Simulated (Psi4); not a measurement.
# CdH2SO (SMILES [OH][Cd][SH]) at BLYP/def2-SVP (core potential)

What is the vertical singlet–triplet gap of CdH2SO at BLYP/def2-SVP (core potential)? 

The results are computed with Psi4 1.11.

## Step 1: The molecule

The species is CdH2SO (5 atoms), meant as a singlet with charge 0. As SMILES, `[OH][Cd][SH]`. The shape comes from GFN2-xTB, which is rough for such elements, and wasn't checked as a minimum.

Bond lengths: O1–Cd2 1.951 Å, Cd2–S3 2.357 Å, O1–H4 0.961 Å, S3–H5 1.332 Å. Angles: O1–Cd2–S3 112.3°, Cd2–O1–H4 118.5°, Cd2–S3–H5 85.8°.

## Step 2: Energy and forces at BLYP/def2-SVP (core potential)

Contents of cdh2os.xyz:

```xyz
5
CdH2OS
O     -0.088010    -1.302590     0.561390
Cd    -1.062520     0.218490    -0.175400
S      0.373040     1.975100    -0.816670
H     -0.584950    -2.080630     0.826480
H      1.362440     1.189630    -0.395800
```

Contents of job.py:

```python
import psi4

psi4.set_memory(1600000000)
psi4.set_num_threads(1)
psi4.core.set_output_file('run.log', False)

with open('cdh2os.xyz') as f:
    atoms = ''.join(f.readlines()[2:])
mol = psi4.geometry('0 1\n' + atoms + 'symmetry c1\nno_reorient\nno_com')

psi4.set_options(dict(puream=True, e_convergence=1e-09, d_convergence=1e-08, scf_type='pk', dft_radial_points=99, dft_spherical_points=590))

E, wfn = psi4.gradient("blyp/def2-SVP", return_wfn=True)
print('gradient / Eh bohr^-1')
print(E.np.round(6))
print(f'energy = {wfn.energy():.10f} Eh')
for k, v in sorted(psi4.core.scalar_variables().items()):
    print(f'{k:45s} {v:18.10f}')
```

Started as:

```sh
$ python job.py
```

run.log:

```text
[...]
    !!!  WARNING: ECP capability is in beta. Please check occupations closely.  !!!
[...]
  Running in c1 symmetry.
[...]
  Nuclear repulsion =  156.484599865656065
[...]
  Multiplicity = 1
[...]
  Nalpha       = 23
  Nbeta        = 23
[...]
    Number of basis functions: 73
[...]
   @RKS iter   1:  -641.66210702390367   -4.75797e-01   1.33072e-02 ADIIS/DIIS
[...]
   @RKS iter  14:  -642.09345229963742   -5.34328e-12   9.43245e-09 DIIS
[...]
    Orbital Energies [Eh]
    ---------------------
    Doubly Occupied:
       1A    -88.074887     2A    -18.759566     3A     -7.651278
       4A     -5.686557     5A     -5.684030     6A     -5.677070
       7A     -4.009054     8A     -2.551927     9A     -2.549825
      10A     -2.547445    11A     -0.837209    12A     -0.631362
      13A     -0.491735    14A     -0.476308    15A     -0.471148
      16A     -0.470172    17A     -0.469032    18A     -0.367108
      19A     -0.332797    20A     -0.272477    21A     -0.232175
      22A     -0.226811    23A     -0.195919
[...]
  @RKS Final Energy:  -642.09345229963742
   => Energetics <=
    Nuclear Repulsion Energy =            156.4845998656560653
    One-Electron Energy =               -1264.0315542412454306
    Two-Electron Energy =                 515.8599289347317836
    DFT Exchange-Correlation Energy =     -50.4064268587798310
    Empirical Dispersion Energy =           0.0000000000000000
    VV10 Nonlocal Energy =                  0.0000000000000000
    Total Energy =                       -642.0934522996374199
[...]
 Multipole Moments:
 ------------------------------------------------------------------------------------
     Multipole            Electronic (a.u.)      Nuclear  (a.u.)        Total (a.u.)
 ------------------------------------------------------------------------------------
 L = 1.  Multiply by 2.5417464519 to convert [e a0] to [Debye]
 Dipole X            :         27.5608124          -28.7396163           -1.1788039
 Dipole Y            :        -47.2227615           46.6000415           -0.6227200
 Dipole Z            :         22.1752302          -22.0208274            0.1544029
 Magnitude           :                                                    1.3420875
[...]
  -Total Gradient:
     Atom            X                  Y                   Z
    ------   -----------------  -----------------  -----------------
       1       -0.010052641683     0.018937662985    -0.009371825106
       2        0.006865993193    -0.014459207683     0.006770177924
       3        0.009923084349    -0.031948225735     0.014577043288
       4        0.005658217872     0.016102746601    -0.006057807149
       5       -0.012354682627     0.011305960172    -0.005883268442
[...]
```

The script printed:

```text
gradient / Eh bohr^-1
[[-0.010053  0.018938 -0.009372]
 [ 0.006866 -0.014459  0.00677 ]
 [ 0.009923 -0.031948  0.014577]
 [ 0.005658  0.016103 -0.006058]
 [-0.012355  0.011306 -0.005883]]
energy = -642.0934522996 Eh
CURRENT ENERGY                                   -642.0934522996
CURRENT REFERENCE ENERGY                         -642.0934522996
DD SOLVATION ENERGY                                 0.0000000000
DFT FUNCTIONAL TOTAL ENERGY                      -642.0934522996
DFT TOTAL ENERGY                                 -642.0934522996
DFT VV10 ENERGY                                     0.0000000000
DFT XC ENERGY                                     -50.4064268588
GRID ELECTRONS ALPHA                               22.9999999965
GRID ELECTRONS BETA                                22.9999999965
GRID ELECTRONS TOTAL                               45.9999999930
NUCLEAR REPULSION ENERGY                          156.4845998657
ONE-ELECTRON ENERGY                             -1264.0315542412
PCM POLARIZATION ENERGY                             0.0000000000
PE ENERGY                                           0.0000000000
SCF ITERATION ENERGY                             -642.0934522996
SCF ITERATIONS                                     14.0000000000
SCF TOTAL ENERGY                                 -642.0934522996
TWO-ELECTRON ENERGY                               515.8599289347
XC GRID RADIAL POINTS                              99.0000000000
XC GRID SPHERICAL POINTS                          590.0000000000
XC GRID TOTAL POINTS                           278258.0000000000
```

It took 11 s on 1 thread of Intel Xeon 6975P-C (Granite Rapids), shared host; peak memory 0.72 GiB.

## Step 3: The triplet, same level

Contents of cdh2os.json:

```json
{
  "schema_name": "qcschema_input",
  "schema_version": 1,
  "molecule": {
    "schema_name": "qcschema_molecule",
    "schema_version": 2,
    "symbols": ["O", "Cd", "S", "H", "H"],
    "geometry": [-0.1663148, -2.46153835, 1.06087335, -2.0078718, 0.41288626, -0.33145796, 0.70494343, 3.73239807, -1.54328263, -1.1053953, -3.93182087, 1.56182085, 2.57463846, 2.24807489, -0.7479536],
    "molecular_charge": 0,
    "molecular_multiplicity": 3,
    "fix_symmetry": "c1",
    "fix_com": true,
    "fix_orientation": true
  },
  "driver": "gradient",
  "model": {
    "method": "blyp",
    "basis": "def2-SVP"
  },
  "keywords": {
    "reference": "uks",
    "puream": true,
    "e_convergence": 1e-09,
    "d_convergence": 1e-08,
    "scf_type": "pk",
    "dft_radial_points": 99,
    "dft_spherical_points": 590,
    "maxiter": 200,
    "scf_properties": ["LOWDIN_CHARGES", "MULLIKEN_CHARGES", "WIBERG_LOWDIN_INDICES"]
  }
}
```

Started as:

```sh
$ psi4 --qcschema cdh2os.json -n 1 --memory 1600MB
```

stdout:

```text
[...]
    !!!  WARNING: ECP capability is in beta. Please check occupations closely.  !!!
[...]
  Running in c1 symmetry.
[...]
  Nuclear repulsion =  156.484600035469043
[...]
  Multiplicity = 3
[...]
  Nalpha       = 24
  Nbeta        = 22
[...]
    Number of basis functions: 73
[...]
   @UKS iter   1:  -641.61806562922357   -4.23380e-01   1.27487e-02 ADIIS/DIIS
[...]
   @UKS iter  21:  -642.00875902094162   -4.54747e-13   3.95038e-09 DIIS
[...]
   @S^2 Observed:                2.004321927E+00
[...]
  @UKS Final Energy:  -642.00875902094162
   => Energetics <=
    Nuclear Repulsion Energy =            156.4846000354690432
    One-Electron Energy =               -1263.2741547201908361
    Two-Electron Energy =                 515.1490117218908154
    DFT Exchange-Correlation Energy =     -50.3682160581107681
    Empirical Dispersion Energy =           0.0000000000000000
    VV10 Nonlocal Energy =                  0.0000000000000000
    Total Energy =                       -642.0087590209416248
[...]
 Multipole Moments:
 ------------------------------------------------------------------------------------
     Multipole            Electronic (a.u.)      Nuclear  (a.u.)        Total (a.u.)
 ------------------------------------------------------------------------------------
 L = 1.  Multiply by 2.5417464519 to convert [e a0] to [Debye]
 Dipole X            :         29.1917037          -28.7396164            0.4520874
 Dipole Y            :        -46.7960118           46.6000415           -0.1959703
 Dipole Z            :         22.1311141          -22.0208272            0.1102868
 Magnitude           :                                                    0.5049263
[...]
  Mulliken Charges: (a.u.)
   Center  Symbol    Alpha    Beta     Spin     Total
       1     O     4.41276  3.91882  0.49393 -0.33158
       2    CD    10.33466  9.56141  0.77324  0.10393
       3     S     8.38107  7.64204  0.73902 -0.02311
       4     H     0.41434  0.41482 -0.00048  0.17083
       5     H     0.45718  0.46289 -0.00572  0.07993
   Total alpha = 24.00000, Total beta = 22.00000, Total charge =  0.00000
  Lowdin Charges: (a.u.)
   Center  Symbol    Alpha    Beta     Spin     Total
       1     O     4.30568  3.81931  0.48637 -0.12499
[...]
  -Total Gradient:
     Atom            X                  Y                   Z
    ------   -----------------  -----------------  -----------------
       1       -0.044779013640     0.032872022635    -0.018381820911
       2        0.067341330815    -0.016229855215     0.012419350844
       3       -0.014681767400    -0.041858482383     0.017018083310
       4        0.010773066951     0.017191728908    -0.005924181823
       5       -0.018614674591     0.007960071771    -0.005095672474
[...]
```

The result, in JSON:

```text
{
 "driver": "gradient",
 "model": {
  "method": "blyp",
  "basis": "def2-SVP"
 },
 "success": true,
 "return_result": [-0.04477901363966913, 0.032872022635086456, -0.01838182091125093, 0.06734133081490148, -0.016229855215442228, 0.012419350843917532, -0.014681767399684409, -0.041858482383457934, 0.01701808330985785, 0.010773066951387994, 0.017191728908354575, -0.005924181823190322, -0.01861467459093563, 0.007960071770728522, -0.00509567247398042],
 "properties": {
  "calcinfo_nbasis": 73,
  "calcinfo_nmo": 73,
  "calcinfo_nalpha": 24,
  "calcinfo_nbeta": 22,
  "calcinfo_natom": 5,
  "nuclear_repulsion_energy": 156.48460003546904,
  "return_energy": -642.0087590209416,
  "return_gradient": [-0.04477901363966913, 0.032872022635086456, -0.01838182091125093, 0.06734133081490148, -0.016229855215442228, 0.012419350843917532, -0.014681767399684409, -0.041858482383457934, 0.01701808330985785, 0.010773066951387994, 0.017191728908354575, -0.005924181823190322, -0.01861467459093563, 0.007960071770728522, -0.00509567247398042],
  "scf_one_electron_energy": -1263.2741547201908,
  "scf_two_electron_energy": 515.1490117218908,
  "scf_xc_energy": -50.36821605811077,
  "scf_dipole_moment": [0.45208737172417557, -0.19597025575129123, 0.11028683253947946],
  "scf_total_energy": -642.0087590209416,
  "scf_total_gradient": [-0.04477901363966913, 0.032872022635086456, -0.01838182091125093, 0.06734133081490148, -0.016229855215442228, 0.012419350843917532, -0.014681767399684409, -0.041858482383457934, 0.01701808330985785, 0.010773066951387994, 0.017191728908354575, -0.005924181823190322, -0.01861467459093563, 0.007960071770728522, -0.00509567247398042],
  "scf_iterations": 21
 }
}
```

Run time: 19 s. Hardware: 1 thread of Intel Xeon 6975P-C (Granite Rapids), shared host; peak memory 0.72 GiB.

## Step 4: Summary of results

At BLYP/def2-SVP (core potential):

```
                                        quantity          value
                           singlet: total energy  -642.09345 Eh
                          singlet: dipole moment         3.41 D
                            singlet: HOMO energy       -5.33 eV
                            singlet: LUMO energy       -3.54 eV
                          singlet: HOMO–LUMO gap        1.79 eV
               singlet: largest force on an atom     1.876 eV/Å
                           triplet: total energy  -642.00876 Eh
                          triplet: dipole moment         1.28 D
     triplet: HOMO energy (highest over α and β)       -3.37 eV
                                   triplet: ⟨S²⟩          2.004
               triplet: largest force on an atom     3.619 eV/Å
vertical energy of the triplet above the singlet       2.305 eV
```

What this shows: At this shape the triplet lies 2.30 eV (222 kJ/mol) above the singlet. The largest force (singlet) is 1.88 eV/Å: the shape isn't a stationary point for this species at this level.
